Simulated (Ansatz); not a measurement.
Crystal: SrClO.

```
Sr Cl O
1.0
     4.27242    0.00000    0.00000
    -2.13621    3.70002    0.00000
     0.00000    0.00000    9.65074
Sr Cl O
2 2 2
Direct
  0.66667 0.33333 0.43913
  0.33333 0.66667 0.93913
  0.66667 0.33333 0.74915
  0.33333 0.66667 0.24915
  0.00000 0.00000 0.98453
  0.00000 0.00000 0.48453
```

The cell comes from a database or a generator and needn't be the stable form of this composition.

```yaml
Program: Ansatz 0.2.0
Task: single point
Functional: PBE
Potentials_or_basis: Ansatz PAW
Cutoff: "420 eV (not typed: the program's choice for these potentials)"
k_mesh: 7 × 7 × 3
Occupations: fermi-dirac, width 0.05 eV
Spin: no spin polarisation
```

On this cell: pressure -1.2 GPa; largest force 0.121 eV/Å; band gap on the k mesh none (metal or under the smearing width).

The same run follows on a disturbed copy (atoms moved at random, drawn with an rms of 0.05 Å):

```
CELL_PARAMETERS angstrom
4.27242 0.00000 0.00000
-2.13621 3.70002 0.00000
0.00000 0.00000 9.65074
ATOMIC_POSITIONS crystal
Sr 0.64921 0.31772 0.43582
Sr 0.33378 0.67150 0.93623
Cl 0.66874 0.32930 0.74470
Cl 0.33114 0.67142 0.24786
O 0.99060 0.99405 0.98216
O 0.99818 0.00006 0.48469
```

Problem. What does the disturbed cell give?

Solution. The energy (extrapolated to zero smearing) moves by +3.1 meV/atom; pressure -1.2 GPa; largest force 0.301 eV/Å; band gap on the k mesh none (metal or under the smearing width).

Forces on the atoms (eV/Å):
```
Sr   0.133  0.221  0.155
Sr  -0.056 -0.138  0.107
Cl  -0.015  0.010  0.067
Cl  -0.010 -0.050 -0.030
O    0.072  0.113 -0.138
O   -0.124 -0.156 -0.161
```

Stress tensor (GPa, compression positive):
```
-1.48  0.20  0.04
 0.20 -1.89  0.06
 0.04  0.06 -0.15
```
